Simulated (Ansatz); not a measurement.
# CHClFGeN (SMILES N#[C][GeH]([F])[Cl]) at BLYP/cc-pVDZ

Aim: the energy change on altering one bond length of CHClFGeN at BLYP/cc-pVDZ, from 2 runs. 

The results are computed with Ansatz 0.2.0.

154 further runs of the same task are left out: 1 that didn't finish, 153 set aside as unsound or not needed.

### 1 The structure to begin with

CHClFGeN has 6 atoms, charge 0, and is taken as a singlet. SMILES: `N#[C][GeH]([F])[Cl]`. Geometry: relaxed at PBE0-D4/def2-TZVP.

Bond lengths: N1–C2 1.151 Å, C2–Ge3 1.913 Å, Ge3–F4 1.718 Å, Ge3–Cl5 2.113 Å, Ge3–H6 1.520 Å. Angles: N1–C2–Ge3 178.0°, C2–Ge3–F4 105.5°, C2–Ge3–Cl5 108.2°, F4–Ge3–Cl5 107.8°, C2–Ge3–H6 113.0°, F4–Ge3–H6 109.5°, Cl5–Ge3–H6 112.5°.

### 2 A single-point energy at BLYP/cc-pVDZ

input.yaml

```yaml
crystal:
  periodic: [false, false, false]
  atoms:
    - {symbol: "N", position_ang: [-1.036900, -2.307000, 0.030700]}
    - {symbol: C, position_ang: [-0.544000, -1.267300, 0.040100]}
    - {symbol: Ge, position_ang: [0.237100, 0.477900, 0.107700]}
    - {symbol: F, position_ang: [1.896000, 0.253800, -0.276600]}
    - {symbol: Cl, position_ang: [-0.627600, 1.648100, -1.423900]}
    - {symbol: H, position_ang: [0.117300, 1.130400, 1.475800]}
basis:
  gaussian:
    orbitals: cc-pVDZ
hamiltonian:
  xc: {name: BLYP}
accuracy: high
output: {orbitals: {seedname: orbitals}}
```

The run is started by

```bash
$ ansatz run input.yaml --threads 1 --pin off --max-ram 3480MiB --events-out events.jsonl --progress --plain --runs-dir runs
```

Standard output:

```text
Warning: RAYON_NUM_THREADS=1 ignored (pool sized by the plan → 1); use --threads N
Functional definition: BLYP
  name "BLYP"
  parameter beta = 0.0042
  parameter a = 0.04918
  parameter b = 0.132
  parameter c = 0.2533
  parameter d = 0.349
  exchange = b88_x(beta = beta)
  correlation = lyp_c(a = a, b = b, c = c, d = d)
2015 factors; integrals over basis functions are off by at most 4.4e-9 eV
mean field evaluation 1: about -74295.8362 eV, gradient 5.5e1 eV
mean field evaluation 2: about -74256.9127 eV, gradient 1.4e2 eV
mean field evaluation 4: about -74301.5676 eV, gradient 1.9e1 eV
mean field evaluation 8: about -74302.2425 eV, gradient 4.5e-1 eV
mean field evaluation 16: about -74302.2396 eV, gradient 5.1e-5 eV
mean field -74302.23961013 eV, -2730.5569418055 hartree, gradient 3.6e-8 eV, S^2 0.000000; 0 other end points of the search recorded, 0 dependent functions left out
reference -74302.23966085 eV, -2730.5569436692 hartree; 36, 36 occupied and 56, 56 virtual orbitals, 2015 factors
Total energy: -74302.23966085 eV, -2730.5569436692 hartree
```

Wall time 9 s (1 thread of Arm Neoverse V1, shared host); peak memory 0.24 GiB.

### 3 The distorted shape

molecule.yaml

```yaml
crystal:
  periodic: [false, false, false]
  atoms:
    - {symbol: N, position_ang: [-2.363995, -2.127723, 0.338134]}
    - {symbol: C, position_ang: [-1.871095, -1.088023, 0.347534]}
    - {symbol: Ge, position_ang: [-1.089995, 0.657177, 0.415134]}
    - {symbol: F, position_ang: [1.896000, 0.253800, -0.276600]}
    - {symbol: Cl, position_ang: [-1.954695, 1.827377, -1.116466]}
    - {symbol: H, position_ang: [-1.209795, 1.309677, 1.783234]}
basis:
  gaussian: {orbitals: cc-pVDZ}
hamiltonian: {xc: {name: BLYP}}
accuracy: high
output: {orbitals: {seedname: orbitals}}
```

The run is started by

```bash
$ ansatz run molecule.yaml --threads 1 --pin off --max-ram 3480MiB --events-out events.jsonl --progress --plain --runs-dir runs
```

Standard output:

```text
Warning: RAYON_NUM_THREADS=1 ignored (pool sized by the plan → 1); use --threads N
Functional definition: BLYP
  name "BLYP"
  parameter beta = 0.0042
  parameter a = 0.04918
  parameter b = 0.132
  parameter c = 0.2533
  parameter d = 0.349
  exchange = b88_x(beta = beta)
  correlation = lyp_c(a = a, b = b, c = c, d = d)
1950 factors; integrals over basis functions are off by at most 8.4e-9 eV
mean field evaluation 1: about -74286.1591 eV, gradient 6.9e1 eV
mean field evaluation 2: about -73910.4866 eV, gradient 2.2e2 eV
mean field evaluation 4: about -74296.1263 eV, gradient 2.7e1 eV
mean field evaluation 8: about -74298.2275 eV, gradient 1.7e0 eV
mean field evaluation 16: about -74298.2335 eV, gradient 2.1e-2 eV
mean field evaluation 32: about -74298.2335 eV, gradient 3.0e-8 eV
mean field -74298.23354268 eV, -2730.4097215420 hartree, gradient 3.0e-8 eV, S^2 0.000000; 0 other end points of the search recorded, 0 dependent functions left out
reference -74298.23359487 eV, -2730.4097234599 hartree; 36, 36 occupied and 56, 56 virtual orbitals, 1950 factors
Total energy: -74298.23359487 eV, -2730.4097234599 hartree
```

It took 9.6 s on 1 thread of Arm Neoverse V1, shared host; peak memory 0.23 GiB.

### 4 Outcome

Level: BLYP/cc-pVDZ.

| quantity | value |
| --- | --- |
| first shape: total energy | -2730.55694 Eh |
| first shape: HOMO energy | -8.17 eV |
| first shape: LUMO energy | -2.02 eV |
| first shape: HOMO–LUMO gap | 6.15 eV |
| distorted shape: total energy | -2730.40972 Eh |
| distorted shape: HOMO energy | -5.96 eV |
| distorted shape: LUMO energy | -5.64 eV |
| distorted shape: HOMO–LUMO gap | 0.32 eV |
| energy change with the Ge3–F4 bond stretched from 1.718 to 3.092 Å | 4.006 eV |

One bond (distorted shape) is far stretched, which a spin-restricted single reference describes badly; a broken-symmetry solution may lie lower. With the Ge3–F4 bond stretched from 1.718 to 3.092 Å the energy rises by 4.01 eV (387 kJ/mol). The first shape isn't relaxed at this level, so the change isn't measured from a minimum. A restricted reference can't describe the breaking bond well at this length.
